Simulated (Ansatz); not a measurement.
# CH3BOSTe: one species, many methods

Aim: compute CH3BOSTe with functionals from several rungs and with coupled cluster. The yardstick is the atomisation energy at the CCSD(T) limit.

The runs use Ansatz 0.2.0, Gaussian basis; functionals in def2-TZVPP, the program's frozen cores in correlated methods.

Levels to be run: LDA (SPW92), PBE-D4, revPBE-D4, BLYP-D4, r2SCAN-D4, B97M-V, PBE0-D4, B3LYP-D4, r2SCANh-D4, r2SCAN0-D4, HSE06-D4, BHLYP-D4, CAM-B3LYP-D4, LC-ωPBE, ωB97X-V, ωB97M-V, B2PLYP, PBE-QIDH; CCSD(T)/def2-SVP; CCSD(T)/def2-TZVPP; MP2/def2-QZVPP; extrapolation to the limit; RPA on PBE.

**1. The relaxed structure**

All runs share one geometry, relaxed beforehand with PBE0-D4 in a triple-zeta def2 set. Te takes the def2 core potential; no spin-orbit term is included.

SMILES `SB1OC[Te]1`, 8 atoms, charge 0, spin multiplicity 1.

Atoms are counted from 1 here; the program's logs count them from 0.

Bond lengths: S1–B2 1.791 Å, S1–H6 1.346 Å, B2–O3 1.365 Å, B2–Te5 2.168 Å, O3–C4 1.422 Å, C4–Te5 2.186 Å, C4–H7 1.088 Å, C4–H8 1.088 Å. Angles: B2–S1–H6 94.9°, S1–B2–O3 126.4°, S1–B2–Te5 134.1°, O3–B2–Te5 99.5°, B2–O3–C4 103.4°, O3–C4–Te5 96.8°, O3–C4–H7 110.9°, O3–C4–H8 110.9°, Te5–C4–H7 112.6°, Te5–C4–H8 112.6°, H7–C4–H8 112.2°, B2–Te5–C4 60.3°.

**2. LDA**

This LDA is Slater exchange with PW92 correlation.

Input file in.yaml:

```yaml
crystal:
  periodic: [false, false, false]
  atoms:
    - {symbol: S, position_ang: [-0.678913, 2.378493, 0.680129]}
    - {symbol: B, position_ang: [0.018849, 0.835096, 0.098558]}
    - {symbol: O, position_ang: [-0.531927, -0.406178, 0.237787]}
    - {symbol: C, position_ang: [0.416458, -1.259302, -0.390838]}
    - {symbol: Te, position_ang: [1.833996, 0.303532, -0.960986]}
    - {symbol: H, position_ang: [-1.781402, 1.815340, 1.208429]}
    - {symbol: H, position_ang: [-0.022296, -1.759598, -1.251941]}
    - {symbol: H, position_ang: [0.837434, -1.964483, 0.323162]}
basis:
  gaussian: {orbitals: def2-TZVPP}
hamiltonian: {xc: lda}
output: {orbitals: {seedname: orbitals}}
```

After this run come: PBE-D4 (GGA); revPBE-D4 (GGA); BLYP-D4 (GGA); r2SCAN-D4 (meta-GGA); B97M-V (meta-GGA); PBE0-D4 (hybrid); B3LYP-D4 (hybrid); r2SCANh-D4 (hybrid); r2SCAN0-D4 (hybrid); HSE06-D4 (hybrid); BHLYP-D4 (hybrid); CAM-B3LYP-D4 (range-separated); LC-ωPBE (range-separated); ωB97X-V (range-separated); ωB97M-V (range-separated); B2PLYP (double hybrid); PBE-QIDH (double hybrid); CCSD(T) in def2-SVP; CCSD(T) in def2-TZVPP; MP2 in def2-QZVPP; RPA on PBE orbitals.

Q: Predict the results of all the runs planned. Wanted: atomisation energy, CCSD(T)/CBS; farthest beyond LDA; mean size of error, GGA; mean size of error, meta-GGA; mean size of error, hybrid; mean size of error, range-separated; mean size of error, double hybrid; gap, smallest and largest; T1 diagnostic.

The runs gave:

```
                               quantity                                                                                                                     value
        atomisation energy, CCSD(T)/CBS                                                                                                            708.1 kcal/mol
functionals within 7.1 kcal/mol (1.0 %)  revPBE-D4, BLYP-D4, r2SCAN-D4, B97M-V, PBE0-D4, B3LYP-D4, r2SCANh-D4, HSE06-D4, CAM-B3LYP-D4, ωB97X-V, ωB97M-V, PBE-QIDH
                    farthest beyond LDA                                                                                                 BHLYP-D4 (-33.5 kcal/mol)
                mean size of error, GGA                                                                                                              9.9 kcal/mol
           mean size of error, meta-GGA                                                                                                              3.9 kcal/mol
             mean size of error, hybrid                                                                                                             10.6 kcal/mol
    mean size of error, range-separated                                                                                                              3.2 kcal/mol
      mean size of error, double hybrid                                                                                                              7.2 kcal/mol
              gap, smallest and largest                                                                                      3.13 eV (BLYP-D4), 9.68 eV (LC-ωPBE)
                          T1 diagnostic                                                                                                                    0.0137
triples share of the correlation energy                                                                                                                     3.9 %
```

**Reading.** LDA overbinds by 127.9 kcal/mol (18 %). PBE-D4 is off by +25.8 kcal/mol. Double hybrids carry the basis error of their MP2 part in triple zeta, and no dispersion term here, so their miss is partly the set-up's. The rungs range-separated, meta-GGA miss on average by less than the doubt on the reference (7.1 kcal/mol), so they tie. Misses under about 7.1 kcal/mol are within the doubt on the reference itself, which lacks core-valence correlation, spin-orbit coupling and higher excitations, and its outer-core shells are covered unevenly. All levels share the lack of spin-orbit coupling, which lowers the free heavy atoms and so the true binding. Hartree-Fock recovers 68 % of the binding; the rest is correlation. CCSD(T) in def2-SVP is off by -47.9 kcal/mol, so the small basis spoils what the method gains. The gap grows from 3.1 to 9.7 eV across the functionals, mostly with the share of exact exchange. Correlated methods include outer-core shells of Te, which these sets cover unevenly.
